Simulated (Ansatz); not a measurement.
# HPbNO4 (P1) in Ansatz: notebook

One crystal, HPbNO4, is run at these levels: LDA, PBE+D3(BJ), PBE; tasks: relaxation of cell and atoms, molecular dynamics.

Program: Ansatz 0.2.0. These are calculated values, not measurements. Logs are shortened: lines on timing, memory, paths and dates and some standing lists are left out, and cuts for length are marked.

## 1. The structure

The typed cell holds 7 atoms: a = 3.857 Å, b = 4.338 Å, c = 5.984 Å, α = 81.87°, β = 83.26°, γ = 87.68°.

The cell was built by a generator and needn't be a form met in nature.

## 2. Relaxation of cell and atoms, LDA

input.yaml reads:

```yaml
crystal:
  lattice:
    - [3.85707, 0.00178, -0.03658]
    - [0.17353, 4.33436, -0.01647]
    - [0.75803, 0.83873, 5.87662]
  atoms:
    - { symbol: H, position: [0.61511, 0.89559, 0.19844] }
    - { symbol: Pb, position: [0.64597, 0.44651, 0.91685] }
    - { symbol: "N", position: [0.71474, 0.2381, 0.50058] }
    - { symbol: O, position: [0.16958, 0.47007, 0.77768] }
    - { symbol: O, position: [0.62919, 0.97045, 0.49845] }
    - { symbol: O, position: [0.56424, 0.92583, 0.03849] }
    - { symbol: O, position: [0.78022, 0.4225, 0.31951] }
hamiltonian:
  xc: lda
  pseudopotentials: { kind: paw }
kpoints:
  mp_grid: { grid: [5, 5, 4] }
scf:
  occupations: { method: fermi_dirac, width: 0.05 }
output:
  forces: true
  stress: true
  eigenvalues: true
relax:
  f_tol: 0.01
  max_steps: 40
  cell: { stress_tol: 0.05 }
```

Potentials or basis: Ansatz PAW.

Launch:

```
$ ansatz run input.yaml --threads 8 --pin off --max-ram 20480MiB --backend cpu --events-out ev --progress --plain --runs-dir out
```

The program printed:

```text
Warning: RAYON_NUM_THREADS=8 ignored (pool sized by the plan → 8); use --threads N
Engine: ansatz 0.2.0, x86_64-unknown-linux-gnu
Pseudopotentials: kind: paw
Pseudopotential: H, paw, valence charge 1, recommended cutoff 420 eV (normal), H.paw.azcp
Pseudopotential: Pb, paw, valence charge 14, recommended cutoff 420 eV (normal), Pb.paw.azcp
Pseudopotential: N, paw, valence charge 5, recommended cutoff 420 eV (normal), N.paw.azcp
Pseudopotential: O, paw, valence charge 6, recommended cutoff 420 eV (normal), O.paw.azcp
Functional definition: SPW92
  exchange = slater_x
  correlation = pw_c
Crystal: 7 atoms, lattice volume = 98.411 Å³
Basis set: ecut = 420 eV, 1937 PW (Γ)
Bands: 29, of which v1, the nominal top of the filled ones, is band 22 counted from 1 (21 counted from 0)
Symmetry: 1 space group operations
Space group: P1 (ITA 1), of the structure as read, at distance tolerance 4.6e-5 Å
k-points: 51 of 100 (time reversal used)
Non-local potential: H, projectors of the file, l = 0: 2, l = 1: 1
Non-local potential: Pb, projectors of the file, l = 0: 2, l = 1: 2, l = 2: 2, l = 3: 2
Non-local potential: N, projectors of the file, l = 0: 2, l = 1: 2, l = 2: 1
Non-local potential: O, projectors of the file, l = 0: 2, l = 1: 2, l = 2: 1
PAW form: soft (Blöchl's): semilocal exchange-correlation on the pseudo side does not see the compensation charge
PAW frozen core: Pb, regenerated for the run's functional, and the local potential with it (the file was generated under x = pbe(κ = 0.804, μ = 0.2195149727645171), c = pbe(β = 0.06672455060314922))
PAW frozen core: N, regenerated for the run's functional, and the local potential with it (the file was generated under x = pbe(κ = 0.804, μ = 0.2195149727645171), c = pbe(β = 0.06672455060314922))
PAW frozen core: O, regenerated for the run's functional, and the local potential with it (the file was generated under x = pbe(κ = 0.804, μ = 0.2195149727645171), c = pbe(β = 0.06672455060314922))
PAW one-centre angular grid: H, 110 points (default); XC on 64 Gauss nodes
PAW one-centre angular grid: Pb, 590 points (default); XC on 64 Gauss nodes
PAW one-centre angular grid: N, 110 points (default); XC on 64 Gauss nodes
PAW one-centre angular grid: O, 110 points (default); XC on 64 Gauss nodes
Initial density: superposition of atomic densities (neutral atoms: chi_scale 0, normalization atom), corrected by the library's trained network
Initial wavefunctions: pseudopotential atomic-orbital guess
Functional: x = slater, c = lda
SCF iter   1: F=—  HF=-14206.129005 eV  |F-HF|=—  |Δ(HF+E_count)|=         —  Δρ=1.51e-2  dr2=2.07e-1  ethr=1.77e-3  ⟨swp⟩=6.1  Hψ=7481  notcnv=0  defer=3
preconditioner: auto → Resta (q_TF=auto, 2.386 Å⁻¹)  ε∞=3.5  [insulator: Δε(μ)=0.358 eV  Ē_g=15.831 eV  σ=0.050 eV  W_gap=0.90  n_scr=22 (ndim 8)  ℏωp=24.8 eV  f_vac=0.188  D(μ)=0.07/eV (n_scr^D=0)  ε∞_Penn≈3.5]
SCF iter   2: F=—  HF=-14206.097542 eV  |F-HF|=—  |Δ(HF+E_count)|=   3.15e-2  Δρ=1.16e-2  dr2=1.20e-1  ethr=4.70e-4  ⟨swp⟩=2.5  Hψ=3092  notcnv=0  defer=81
preconditioner: auto → none  [metal: Δε(μ)=0.152 eV  Ē_g=15.881 eV  σ=0.050 eV  W_gap=0.48  n_scr=22 (ndim 8)  ℏωp=24.8 eV  f_vac=0.184  D(μ)=0.29/eV (n_scr^D=0)]
SCF iter   3: F=—  HF=-14206.089802 eV  |F-HF|=—  |Δ(HF+E_count)|=   7.74e-3  Δρ=7.81e-3  dr2=7.70e-2  ethr=2.73e-4  ⟨swp⟩=2.5  Hψ=2103  notcnv=0  defer=81
SCF iter   4: F=—  HF=-14206.080070 eV  |F-HF|=—  |Δ(HF+E_count)|=   9.73e-3  Δρ=2.68e-3  dr2=8.36e-3  ethr=1.75e-4  ⟨swp⟩=2.0  Hψ=2115  notcnv=0  defer=81
SCF iter   5: F=—  HF=-14206.079079 eV  |F-HF|=—  |Δ(HF+E_count)|=   9.91e-4  Δρ=1.43e-3  dr2=1.96e-3  ethr=1.90e-5  ⟨swp⟩=2.2  Hψ=1829  notcnv=0  defer=81
SCF iter   6: F=—  HF=-14206.078760 eV  |F-HF|=—  |Δ(HF+E_count)|=   3.20e-4  Δρ=3.52e-4  dr2=6.61e-5  ethr=4.46e-6  ⟨swp⟩=2.1  Hψ=2344  notcnv=0  defer=81
SCF iter   7: F=—  HF=-14206.078757 eV  |F-HF|=—  |Δ(HF+E_count)|=   3.38e-6  Δρ=1.12e-4  dr2=1.01e-5  ethr=1.50e-7  ⟨swp⟩=2.4  Hψ=2248  notcnv=0  defer=81
SCF iter   8: F=—  HF=-14206.078756 eV  |F-HF|=—  |Δ(HF+E_count)|=   4.70e-7  Δρ=5.13e-5  dr2=1.69e-6  ethr=2.30e-8  ⟨swp⟩=2.0  Hψ=1876  notcnv=0  defer=81
[... 502 lines left out ...]
SCF iter   4: F=—  HF=-14206.364955 eV  |F-HF|=—  |Δ(HF+E_count)|=   2.51e-5  Δρ=1.38e-4  dr2=1.32e-5  ethr=3.85e-7  ⟨swp⟩=2.0  Hψ=1746  notcnv=0
SCF iter   5: F=—  HF=-14206.364954 eV  |F-HF|=—  |Δ(HF+E_count)|=   9.11e-7  Δρ=6.94e-5  dr2=3.78e-6  ethr=3.01e-8  ⟨swp⟩=2.1  Hψ=2046  notcnv=0
SCF iter   6: F=—  HF=-14206.364953 eV  |F-HF|=—  |Δ(HF+E_count)|=   6.03e-7  Δρ=1.86e-5  dr2=1.86e-7  ethr=8.59e-9  ⟨swp⟩=2.2  Hψ=1971  notcnv=0
SCF iter   7: F=—  HF=-14206.364953 eV  |F-HF|=—  |Δ(HF+E_count)|=   4.63e-8  Δρ=1.18e-5  dr2=9.23e-8  ethr=4.23e-10  ⟨swp⟩=2.1  Hψ=2171  notcnv=0
SCF iter   8: F=-14206.364953 eV  HF=-14206.364953 eV  |F-HF|=3.22e-9  |Δ(HF+E_count)|=  2.84e-10  Δρ=3.58e-6  dr2=9.67e-9  ethr=3.56e-11  ⟨swp⟩=4.9  Hψ=7355  notcnv=0
SCF 39 converged in 8 iterations: F = -14206.364953 eV  dr2 = 9.67e-9
relax step  39: F+E_penalty+E_count = -14206.36495333 eV  Δ(F+E_penalty+E_count) = -1.186e-3 eV  max|allowed force component| = 8.120e-3 eV/Å  Δτ_max = 0.0132 Å  P = -0.014 GPa  Ω = 80.748 Å³  energy of the carried Pulay correction = +1.088e-3 eV  (8 SCF iters, dr2 threshold 1.57e-8 eV, accepted)
iter 1 solved again at ethr=4.07e-8 eV; its pass at ethr=3.10e-3 eV (dr2=1.79e-5 eV) is discarded
SCF iter   1: F=—  HF=-14206.364062 eV  |F-HF|=—  |Δ(HF+E_count)|=         —  Δρ=4.65e-5  dr2=1.64e-7  ethr=4.07e-8  ⟨swp⟩=4.1  Hψ=11912  notcnv=0
preconditioner: auto → Resta (q_TF=auto, 2.466 Å⁻¹)  ε∞=3.7  [insulator: Δε(μ)=0.802 eV  Ē_g=16.735 eV  σ=0.050 eV  W_gap=1.00  n_scr=20 (ndim 8)  ℏωp=27.4 eV  f_vac=0.087  D(μ)=0.00/eV (n_scr^D=0)  ε∞_Penn≈3.7]
SCF iter   2: F=—  HF=-14206.364059 eV  |F-HF|=—  |Δ(HF+E_count)|=   2.59e-6  Δρ=2.34e-5  dr2=4.19e-8  ethr=3.74e-10  ⟨swp⟩=2.2  Hψ=2508  notcnv=0
SCF iter   3: F=—  HF=-14206.364059 eV  |F-HF|=—  |Δ(HF+E_count)|=   2.12e-7  Δρ=5.90e-6  dr2=1.79e-8  ethr=9.52e-11  ⟨swp⟩=2.0  Hψ=2466  notcnv=0
SCF iter   4: F=—  HF=-14206.364059 eV  |F-HF|=—  |Δ(HF+E_count)|=  3.64e-11  Δρ=1.54e-6  dr2=1.52e-9  ethr=4.07e-11  ⟨swp⟩=2.0  Hψ=2599  notcnv=0
SCF iter   5: F=—  HF=-14206.364059 eV  |F-HF|=—  |Δ(HF+E_count)|=  1.20e-10  Δρ=3.96e-7  dr2=1.21e-10  ethr=3.45e-12  ⟨swp⟩=2.2  Hψ=2048  notcnv=0
SCF iter   6: F=-14206.364059 eV  HF=-14206.364059 eV  |F-HF|=1.82e-11  |Δ(HF+E_count)|=  2.36e-11  Δρ=2.65e-7  dr2=6.40e-11  ethr=1.00e-12  ⟨swp⟩=6.2  Hψ=5895  notcnv=0
SCF 40 converged in 6 iterations: F = -14206.364059 eV  dr2 = 6.40e-11
relax step  40: F+E_penalty+E_count = -14206.36405913 eV  Δ(F+E_penalty+E_count) = +8.942e-4 eV  max|allowed force component| = 7.996e-3 eV/Å  Δτ_max = 0.0000 Å  P = -0.019 GPa  Ω = 80.748 Å³  stress off target by 4.55e-2 GPa  SCF on the basis re-selected at this cell (its energy is not comparable with the rows above)  (6 SCF iters)
basis re-selected at this cell: Δ(F+E_penalty+E_count) = +8.942e-4 eV, ΔP = -0.004 GPa vs the last step (what re-selecting the basis moved, of the pressure what is left beyond the Pulay correction that the steps carried, after the strain that the cell walked since its last selection, with what the two solves' SCF thresholds leave and, on support functions, any second-order correction that the steps lacked; it is no measure of the basis error at this ecutwfc). This SCF's stress stands 4.55e-2 GPa from its target on what of the cell is left free (relax.cell.stress_tol is 5.00e-2 GPa) and its largest allowed force component is 8.00e-3 eV/Å (relax.f_tol is 1.00e-2 eV/Å): within both
SCF converged after 6 iterations
Free energy (F): -14206.364059 eV
Harris-Foulkes:  -14206.364059 eV  (|F-HF|=1.82e-11)
Internal energy: -14206.364041 eV  (E = F + TS)
E sigma→0 (E₀):  -14206.364050 eV
Entropy (-TS):   -0.000018 eV (-0.003 meV/atom)
Fermi energy:    5.276382 eV
--- Per-component energies (eV) ---
  E_band       = -213.244172
  E_kinetic    = 1127.514420
  E_local      = -3081.117997  (includes V_loc(G=0)·N_el)
  E_nonlocal   = 608.639821
  E_hartree    = 1116.623249
  E_xc         = -568.182286
  E_vxc        = -582.557320  (∫ρ·V_xc dr)
  E_paw        = -10818.690216  (= ΣΔE_a)
  E_vpaw       = -518.978418  (= ΣTr[D̂ρ^β])
  E_aug_tail   = 0.008891  (compensation charges beyond the density's cutoff)
  E_ewald      = -2591.549941
  E_core_change = 0.390016  (= ΣΔE_core)
  E_smearing   = -0.000018  (= −TS)
  E_closure    = 0.000000  (closes the sum)
  Σ components = -14206.364059   (vs F -14206.364059, Δ=0.00e0)
--- Forces (eV/Å), atoms counted from 1 ---
  atom   1  H     -0.00064295    -0.00032462    -0.00258435
  atom   2  Pb     0.00655720     0.00122407    -0.00191633
  atom   3  N     -0.00433618    -0.00434196    -0.00595043
  atom   4  O     -0.00799581    -0.00232175     0.00313430
  atom   5  O      0.00384691     0.00695543     0.00111752
  atom   6  O      0.00295385     0.00159098     0.00216947
  atom   7  O     -0.00038403    -0.00277467     0.00401944
  max |Σ_I F_I| component: 1.04e-5 eV/Å
--- Stress (GPa, compression-positive) ---
       -0.032461       0.012164      -0.012913
        0.012164      -0.028566       0.002695
       -0.012913       0.002695       0.005282
  P = ⅓ Tr σ = -0.0186 GPa (-0.186 kbar)
--- Band table (eV; the first three rows and the last of 51) ---
  k-point 0: bands = ["-20.0918", "-15.5245", "-13.6043", "-13.2124", "-10.8523", "-10.7331", "-10.5910", "-10.4679", "-9.1115", "-5.2927", "-3.0259", "-2.5058", "-1.8886", "-0.5716", "0.8555", "1.1417", "2.2215", "2.4811", "3.0892", "3.6243", "3.9888", "4.5696", "6.3537", "7.5572", "10.8772", "12.5999", "13.3046", "14.9126", "15.9275"]
  k-point 1: bands = ["-20.0870", "-15.5319", "-13.6123", "-13.2105", "-10.8527", "-10.7302", "-10.6145", "-10.4690", "-9.1024", "-5.2807", "-3.0005", "-2.3684", "-1.9141", "-0.7171", "1.1135", "1.3012", "1.9962", "2.3914", "3.0381", "3.5989", "3.8965", "4.6963", "5.9783", "7.6358", "11.0612", "12.6769", "13.3940", "15.0866", "15.9130"]
  k-point 2: bands = ["-20.0822", "-15.5394", "-13.6201", "-13.2086", "-10.8530", "-10.7226", "-10.6434", "-10.4698", "-9.0932", "-5.2659", "-2.9784", "-2.2376", "-1.9322", "-0.8062", "1.2806", "1.5203", "1.8262", "2.2608", "2.9852", "3.6221", "3.7381", "4.8248", "5.6272", "7.6875", "11.2374", "12.7393", "13.5253", "15.3325", "15.9174"]
  k-point 50: bands = ["-20.0209", "-15.5965", "-13.5213", "-12.6942", "-10.7795", "-10.7075", "-10.5946", "-10.3393", "-9.3963", "-5.4348", "-3.5592", "-2.8693", "-2.3363", "-1.5988", "0.1790", "1.7623", "2.2022", "2.6678", "3.2305", "3.6588", "4.0191", "4.5358", "7.0720", "7.9749", "11.7298", "13.1111", "13.4550", "14.9235", "16.0010"]
--- Relaxed structure (35 steps of the walk, 33 accepted, 5 SCFs on fresh bases) ---
  F+E_penalty+E_count = -14206.36405913 eV   max|allowed force component| = 7.996e-3 eV/Å   (the final SCF, on the basis selected at the relaxed cell)
  cell:  # Å, volume = 80.7479 Å³
    - [3.7221589661694994, 0.25116741893176403, 0.0314130535623138]
    - [0.44802018997185583, 3.9958772279071413, 0.030590740079771986]
    - [0.8855927777951462, 0.8784412232635973, 5.483449196180035]
  atoms:
    - { symbol: H, position: [0.5689016156853206, 0.8961358255958978, 0.22584605643555403] }
    - { symbol: Pb, position: [0.6509697897315866, 0.4460906376543095, 0.8999129379885054] }
    - { symbol: N, position: [0.7576729299105883, 0.20208911626082515, 0.501459004667198] }
    - { symbol: O, position: [0.16362221396652402, 0.5594595722005293, 0.7595683767217901] }
    - { symbol: O, position: [0.6247297669859324, 0.9451243846529896, 0.5035046184378268] }
    - { symbol: O, position: [0.505014178526919, 0.937838888522956, 0.05513870165369217] }
    - { symbol: O, position: [0.8481395051931311, 0.38231157511249336, 0.3045703040954347] }
```

Run time: 96 s. Hardware: 8 threads of Intel Xeon Platinum 8259CL at 2.50GHz (Skylake/Cascade Lake), shared host; peak memory 0.62 GiB.

What came out:

* Free energy: -14206.3641 eV
* Relaxed volume: 11.54 Å³/atom
* Relaxed cell: a = 3.731 Å, b = 4.021 Å, c = 5.624 Å, α = 79.62°, β = 79.87°, γ = 79.74°
* Space group after relaxing (to 0.05 Å): P1 (No. 1)
* Energy gained by relaxing: 40.8 meV/atom
* Ionic steps: 38
* Pressure after relaxing: 0.0 GPa
* Largest force after relaxing: 0.009 eV/Å
* Band gap on the k mesh: 0.80 eV, direct

Forces on the atoms (eV/Å):
```
H   -0.001  0.000 -0.003
Pb   0.007  0.001 -0.002
N   -0.004 -0.004 -0.006
O   -0.008 -0.002  0.003
O    0.004  0.007  0.001
O    0.003  0.002  0.002
O    0.000 -0.003  0.004
```

The path:
```
step  energy change (eV)  largest force (eV/Å)  volume (Å³)
   1              0.0000                1.0208        98.41
   2             -0.2452                0.4146        87.99
   3             -0.2710                0.3607        87.85
   4             -0.2844                0.4800        87.00
   5             -0.2905                0.3186        86.30
   6             -0.2990                0.1836        85.34
   7             -0.2997                0.0825        85.68
   8             -0.3001                0.0657        85.69
   9             -0.3012                0.0410        85.55
  10             -0.3016                0.0316        85.50
  11             -0.3036                0.0130        85.22
  12             -0.3050                0.0179        85.01
  13             -0.3064                0.0279        84.78
  14             -0.3067                0.0122        84.74
  15             -0.2703                0.0142        84.74
  16             -0.2764                0.0339        84.15
  17             -0.2900                0.0530        82.45
  18             -0.2923                0.0741        82.32
  19             -0.2928                0.0527        82.29
  20             -0.2946                0.0798        82.05
  21             -0.2945                0.0461        82.08
  22             -0.2946                0.0209        82.10
  23             -0.2952                0.0211        82.01
  24             -0.2956                0.0174        81.95
  25             -0.2957                0.0079        81.94
  26             -0.2824                0.0068        81.94
  27             -0.2893                0.1965        81.03
  28             -0.2886                0.0342        81.21
  29             -0.2884                0.0146        81.28
  30             -0.2890                0.0162        81.18
  31             -0.2892                0.0098        81.17
  32             -0.2845                0.0100        81.17
  33             -0.2867                0.0474        80.92
  34             -0.2868                0.0287        80.90
  35             -0.2870                0.0083        80.89
  36             -0.2850                0.0084        80.89
  37             -0.2862                0.0090        80.75
  38             -0.2853                0.0089        80.75
```

Final structure:
```yaml
crystal:
  lattice:
    - [3.72216, 0.25117, 0.03141]
    - [0.44802, 3.99588, 0.03059]
    - [0.88559, 0.87844, 5.48345]
  atoms:
    - { symbol: H, position: [0.56890, 0.89614, 0.22585] }
    - { symbol: Pb, position: [0.65097, 0.44609, 0.89991] }
    - { symbol: N, position: [0.75767, 0.20209, 0.50146] }
    - { symbol: O, position: [0.16362, 0.55946, 0.75957] }
    - { symbol: O, position: [0.62473, 0.94512, 0.50350] }
    - { symbol: O, position: [0.50501, 0.93784, 0.05514] }
    - { symbol: O, position: [0.84814, 0.38231, 0.30457] }
```

Caveat: the volume moved by over 15 % at a fixed basis, so the end points are rough; odd divisions of the mesh miss points on the zone boundary, where band edges often lie, so the gap on the mesh can be too wide; the plane-wave basis is chosen anew once the cell has moved, so the energies of steps on either side of that aren't comparable; the pressure holds a Pulay correction of +1.0 GPa for the finite cutoff; spin-orbit coupling is left out, which as a rule narrows the gap of such compounds by several tenths of an eV; the PAW data sets come from PBE, with cores solved anew for the run's functional, which leaves a small shift of forces and pressure. Expect the measured gap to be larger: semilocal functionals such as LDA lack the derivative discontinuity.

## 3. Relaxation of cell and atoms, PBE+D3(BJ)

input.yaml: that of step 2 with these lines changed.

```diff
@@ -14,4 +14,5 @@
 hamiltonian:
-  xc: lda
+  xc: pbe
   pseudopotentials: { kind: paw }
+  dispersion: d3bj
 kpoints:
```

Potentials or basis: Ansatz PAW.

Launch:

```
$ ansatz run input.yaml --threads 8 --pin off --max-ram 20480MiB --backend cpu --events-out ev --progress --plain --runs-dir out
```

It took 30 s on 8 threads of Intel Xeon 6975P-C (Granite Rapids), shared host; peak memory 0.59 GiB.

It converged, with:

- Free energy: -14570.4137 eV
- Relaxed volume: 12.91 Å³/atom
- Relaxed cell: a = 3.738 Å, b = 4.238 Å, c = 5.911 Å, α = 79.78°, β = 79.92°, γ = 83.12°
- Space group after relaxing (to 0.05 Å): P1 (No. 1)
- Energy gained by relaxing: 5.7 meV/atom
- Ionic steps: 24
- Pressure after relaxing: 0.0 GPa
- Largest force after relaxing: 0.009 eV/Å
- Band gap on the k mesh: 0.30 eV, direct

Forces in eV/Å, atoms in the order of the input:
```
H    0.000  0.000 -0.001
Pb   0.003 -0.001 -0.004
N   -0.002 -0.006 -0.007
O   -0.003  0.000  0.001
O    0.003  0.008  0.002
O    0.000  0.000  0.001
O   -0.002 -0.001  0.007
```

Step by step:
```tsv
step	energy change (eV)	largest force (eV/Å)	volume (Å³)
1	0.0000	0.0705	98.41
2	-0.0257	0.1183	95.02
3	-0.0316	0.2249	94.04
4	-0.0414	0.1635	93.31
5	-0.0441	0.1368	93.26
6	-0.0464	0.1207	92.96
7	-0.0469	0.0527	92.96
8	-0.0490	0.0427	92.62
9	-0.0495	0.0247	92.52
10	-0.0499	0.0235	92.44
11	-0.0499	0.0082	92.44
12	-0.0359	0.0110	92.44
13	-0.0405	0.0515	91.71
14	-0.0436	0.0555	91.14
15	-0.0440	0.0321	91.06
16	-0.0445	0.0281	90.98
17	-0.0446	0.0203	90.95
18	-0.0447	0.0101	90.93
19	-0.0393	0.0102	90.93
20	-0.0417	0.0238	90.43
21	-0.0416	0.0066	90.48
22	-0.0397	0.0065	90.48
23	-0.0402	0.0095	90.36
24	-0.0397	0.0094	90.36
```

Final structure:
```
CELL_PARAMETERS angstrom
3.73483 0.15118 0.05775
0.33613 4.22470 0.04344
0.90914 0.92071 5.76729
ATOMIC_POSITIONS crystal
H 0.57376 0.89490 0.21442
Pb 0.63803 0.45089 0.92099
N 0.75731 0.21343 0.49485
O 0.17204 0.51648 0.76259
O 0.63249 0.95839 0.49729
O 0.51138 0.93367 0.05473
O 0.83404 0.40129 0.30512
```

Levels at points of the mesh, in eV from the valence-band top:
| k point | band 19 | band 20 | band 21 | band 22 | band 23 | band 24 | band 25 | band 26 |
| --- | --- | --- | --- | --- | --- | --- | --- | --- |
| (0.00, 0.00, 0.00) | -1.70 | -1.25 | -1.00 | -0.46 | 1.11 | 2.80 | 5.39 | 7.64 |
| (0.00, 0.00, -0.50) | -1.80 | -1.28 | -1.08 | 0.00 | 0.30 | 2.87 | 5.72 | 8.10 |

Caveat: odd divisions of the mesh miss points on the zone boundary, where band edges often lie, so the gap on the mesh can be too wide; the plane-wave basis is chosen anew once the cell has moved, so the energies of steps on either side of that aren't comparable; the pressure holds a Pulay correction of +0.7 GPa for the finite cutoff; spin-orbit coupling is left out, which as a rule narrows the gap of such compounds by several tenths of an eV.

(Continued in part 2 of 2.)
